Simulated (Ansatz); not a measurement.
# Bi4BN3: the cost of one run

Method: DFT PBE, scalar-relativistic, plane waves, PAW, unless a step names another level, in Ansatz 0.2.0.

13 further runs of the same task are left out: 2 that didn't finish, 11 set aside as unsound or not needed.

## (1) What the formula suggests

Pauling electronegativities: Bi 2.02, B 2.04, N 3.04 (spread 1.02). The formula balances with common oxidation states: Bi +3, N -3, B -3. Tabulated atomic sizes suggest about 19 Å³/atom. 22 candidates were drawn, by swapping species into database cells of other compounds, at random by space group and Wyckoff sites, or by hand, as the table says:

```tsv
name	made from	space group no.	Wyckoff sites	atoms (primitive cell)	V (Å³/atom)
c01	database cell of In4SbTe3	139	B 2b; Bi 4c, 4e; N 4d, 2a	8	21.0
c02	database cell of Li3SbS4	215	B 1a; Bi 4e; N 3d	8	27.1
c03	database cell of MnNi3O4	65	B 2b; Bi 4i, 4h; N 4f, 2a	8	20.3
c04	database cell of Sm3DyS4	47	B 1a; Bi 1g, 2s, 1e; N 2t, 1c	8	17.8
c05	database cell of Na3BiO4	65	B 2d; Bi 4g, 4j; N 4e, 2c	8	17.1
c06	random	189	B 1b; Bi 3g, 1a; N 3f	8	22.4
c07	random	191	B 1b; Bi 2c, 2e; N 2d, 1a	8	23.2
c08	random	221	B 1b; Bi 3c, 1a; N 3d	8	20.8
c09	random	221	B 1a; Bi 3d, 1b; N 3c	8	20.7
c10	database cell of Mg3ZnO4	123	B 1a; Bi 2g, 1c, 1d; N 2h, 1b	8	16.5
c11	database cell of Mn3NiO4	65	B 2a; Bi 4i, 4h; N 2b, 4f	8	20.9
c12	random	229	B 2a; Bi 8c; N 6b	8	20.0
c13	random	191	B 1b; Bi 1a, 3f; N 3g	8	20.6
c14	random	99	B 1b; Bi 4d; N 1b, 1a, 1b	8	21.0
c15	database cell of Na3SbSe4	217	B 2a; Bi 8c; N 6b	8	21.0
c16	random	47	B 1e; Bi 2t, 2q; N 2r, 1h	8	23.2
c17	random	160	B 3a; Bi 9b, 3a; N 9b	8	23.5
c18	random	139	B 2b; Bi 8f; N 4c, 2a	8	21.2
c19	random	189	B 1a; Bi 3f, 1b; N 3g	8	20.2
c20	database cell of In3GaTe4	121	B 2a; Bi 8i; N 4c, 2b	8	22.7
c21	random	216	B 4a; Bi 16e; N 4d, 4c, 4b	8	23.8
c22	random	191	B 1b; Bi 4h; N 3g	8	21.3
```

## (2) Screening run of c08

Input file input.yaml:

```yaml
crystal:
  lattice:
    - [5.50140379, 0.0, 0.0]
    - [0.0, 5.50140379, 0.0]
    - [0.0, 0.0, 5.50140379]
  atoms:
    - { symbol: B, position: [0.5, 0.5, 0.5] }
    - { symbol: Bi, position: [0.0, 0.5, 0.5] }
    - { symbol: Bi, position: [0.5, 0.0, 0.5] }
    - { symbol: Bi, position: [0.5, 0.5, 0.0] }
    - { symbol: Bi, position: [0.0, 0.0, 0.0] }
    - { symbol: "N", position: [0.5, 0.0, 0.0] }
    - { symbol: "N", position: [0.0, 0.5, 0.0] }
    - { symbol: "N", position: [0.0, 0.0, 0.5] }
basis:
  ecutwfc: 420
kpoints:
  mp_grid: { grid: [2, 2, 2] }
hamiltonian:
  xc: pbe
scf:
  occupations: { method: gaussian, width: 0.15 }
  lower_state_search: "off"
output:
  forces: true
  stress: true
  eigenvalues: true
relax:
  adjacent_minimum: "off"
  f_tol: 0.08
  max_steps: 16
  cell: { stress_tol: 0.8 }
```

Run with:

```
> ansatz run input.yaml --threads 1 --pin off --max-ram 2560MiB --backend cpu --events-out ev --progress --plain --runs-dir out
```

**Question.** How long does this run take on 1 thread of Intel Xeon Platinum 8375C at 2.90GHz (Ice Lake), shared host, and how much memory does it need?

About 9.8 s, with a peak of 0.44 GiB.
